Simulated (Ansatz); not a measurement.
Predict the output of the script below (Ansatz's Python interface).

`scf.py`:
```python
"""Self-consistent field of ScIn at the given structure with displaced atoms."""

from pathlib import Path
import warnings

import ansatz as az
import numpy as np

warnings.simplefilter("ignore", az.DeckWarning)

vectors = np.array([
    [3.18653, -0.04116, -0.04163],
    [-0.04116, 3.19303, -0.01021],
    [-0.05707, -0.014, 4.38536],
])
cell = (
    az.Lattice.of(vectors)
    .atom("Sc", (0.99401, 0.00791, 0.99988))
    .atom("In", (0.5002, 0.49189, 0.50372))
)

# settings of the run
job = (
    cell.calculation()
    .functional("pbesol")
    .pseudopotentials("paw")
    .basis(21 * az.Ha)
    .kpoints(6, 6, 4)
    .occupations("fermi_dirac", width=0.1)
    .scf(tolerance=1e-07)
    .band_table()
    .potential_components()
    .stress()
)
with warnings.catch_warnings(record=True) as caught:
    warnings.simplefilter("always")
    outcome = job.run(threads=1)
print("warnings raised:", sorted(w.category.__name__ for w in caught) or "none")
data = outcome.report

print("%-22s %14.5f eV" % ("F = E - TS", data["free_energy_ev"]))
print("%-22s %14.5f eV" % ("E", data["internal_energy_ev"]))
print("%-22s %14.5f eV" % ("Harris-Foulkes", data["harris_foulkes_ev"]))
print("%-22s %14.5f eV" % ("Fermi level", data["fermi_energy_ev"]))

edges = data.get("band_edges_ev")
if edges:
    print(f"band edges on the mesh: {edges[0]:.3f} and {edges[1]:.3f} eV, gap {edges[1] - edges[0]:.3f} eV")
else:
    print("no band edges reported (a metal, or a gap too narrow for this smearing); Fermi level", round(data["fermi_energy_ev"], 3), "eV")

folder = Path(outcome.write_results("parts"))
text = (folder / "v_comp_z.tsv").read_text().splitlines()
rows = np.array([line.split() for line in text if not line.startswith("#")], dtype=float)
print(text[0])
print(np.array2string(rows[:: max(len(rows) // 12, 1)], precision=3, suppress_small=True))

# pressure is a third of the trace
sigma = data["stress_gpa"]
voigt = [sigma[0][0], sigma[1][1], sigma[2][2], sigma[1][2], sigma[0][2], sigma[0][1]]
print("stress xx yy zz yz xz xy (GPa, compression positive):", " ".join(f"{s:.3f}" for s in voigt))
print("P =", round(10 * float(np.mean(voigt[:3])), 2), "kbar")
```

Running `python scf.py` prints:
```text
warnings raised: ['DeckWarning', 'PlacementWarning']
F = E - TS                -7637.80434 eV
E                         -7637.74034 eV
Harris-Foulkes            -7637.80434 eV
Fermi level                  11.40934 eV
no band edges reported (a metal, or a gap too narrow for this smearing); Fermi level 11.409 eV
# z_ang	v_loc[eV]	v_h[eV]	v_xc[eV]
[[  0.     -4.201   3.435 -11.341]
 [  0.365   3.804  -1.262 -10.788]
 [  0.731  16.778  -8.833  -9.514]
 [  1.096  20.439 -10.19   -9.012]
 [  1.462  10.627  -3.009 -10.134]
 [  1.827  -6.637   9.48  -12.133]
 [  2.193 -16.117  16.992 -13.091]
 [  2.558  -8.557  11.051 -12.302]
 [  2.924   8.116  -1.021 -10.342]
 [  3.289  18.497  -8.46   -9.126]
 [  3.655  15.453  -7.582  -9.588]
 [  4.02    3.117  -0.603 -10.825]]
stress xx yy zz yz xz xy (GPa, compression positive): -1.942 -2.155 -2.548 0.428 1.457 1.129
P = -22.15 kbar
```

Caveats:
- Absolute energies stand on the zero of these potentials, so only differences at equal settings mean something. A total without «per atom» is that of the cell as typed.
- The mesh is modest for a metal, so energies can be off by several to tens of meV an atom and pressures by half a GPa or more; differences at equal mesh fare better.
- The zero of the levels is a convention of the potentials, so an absolute Fermi energy is no work function.
- The program warned that this SCF threshold is loose for forces or stresses.
- The cell is a database structure, distorted on purpose.
- Levels are Kohn-Sham eigenvalues on this mesh, without spin-orbit coupling.
- The script silences the warnings on its input, which a real study should read.
- Wall time of the script: 9.7 s on 1 thread of Arm Neoverse V2, with other jobs on the host, peak memory 0.47 GiB.
